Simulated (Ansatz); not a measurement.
# WB (quartet): from Hartree-Fock to the top rungs, def2-SVP

The task here is to estimate one member of a computed series from the others.

Method: def2-SVP, core rule «outside noble gas», up to 5 orbitals frozen; program: Ansatz 0.2.0, Gaussian basis.

Plan: UHF; CCSD(T) on ROHF; CCSD(T) on UHF; CISD; CCSDT(Q) on ROHF; CCSDT(Q) on UHF.

17 further runs of the same task are left out: 4 for a known fault of the program, 5 that didn't finish, 8 set aside as unsound or not needed.

## The system

The geometry is a PBE0/def2-TZVP stationary point (not a proven minimum) of the parent state, kept for this charge and spin. No spin-orbit coupling is included. Elements past krypton take def2 core potentials.

2 atoms, charge 0, spin multiplicity 4.

Atoms are counted from 1 here; the program's logs count them from 0.

Bond lengths: W1–B2 1.852 Å.

The first run:

in.yaml

```yaml
crystal:
  periodic: [false, false, false]
  atoms:
    - {symbol: W, position_ang: [0.000000, 0.000000, 0.000000]}
    - {symbol: B, position_ang: [0.000000, 0.000000, 1.851934]}
basis:
  gaussian: {orbitals: def2-SVP}
magnetization: {spin_polarized: true, initial_magnetization: 3}
hamiltonian: {xc: hf}
output: {orbitals: {seedname: orbitals}}
```

Command:

```
$ ansatz run in.yaml --threads 1 --pin off --events-out ev --progress --plain --max-ram 2393MiB
```

Steps of the session up to this table: UHF; CCSD(T) on ROHF; CCSD(T) on UHF; CISD; CCSDT(Q) on ROHF; CCSDT(Q) on UHF.

One table of the session follows, with a row left open; its other results are not shown here.

| method | from RCCSDT(Q) (kJ/mol) |
| --- | --- |
| ROHF | +635.9 |
| RMP2 | ? |
| UMP2 | +143.9 |
| RCCSD | +47.5 |
| UCCSD | +38.8 |
| RCCSD(T) | +8.0 |
| UCCSD(T) | +7.3 |
| RCCSDT | +6.1 |
| UCCSDT | -0.2 |
| RCCSDT(Q) | 0 |
| UCCSDT(Q) | -6.0 |

Q: Estimate the row for RMP2 from the others.

**Answer.** from RCCSDT(Q) (kJ/mol): +42.4. In the column «from RCCSDT(Q) (kJ/mol)» it lies between UCCSD (+38.8) and RCCSD (+47.5).

Not comparable, so not listed: CISD (they don't share determinant, frozen orbitals or solution with the rows shown, or repeat one).

Left out of the table: UHF (another determinant or state than the rows shown).

Caveats from the session: The determinant is far from a pure spin state, so its energy mixes those of several spin states (harmless only where they are near-degenerate, as at dissociation). Warnings: spin contamination; coupled cluster took another determinant than the lowest; large T1 diagnostic. Restricted and unrestricted rows rest on different reference determinants; where their highest levels disagree by more than a few hundredths of an eV, they describe different states and don't form one ladder.
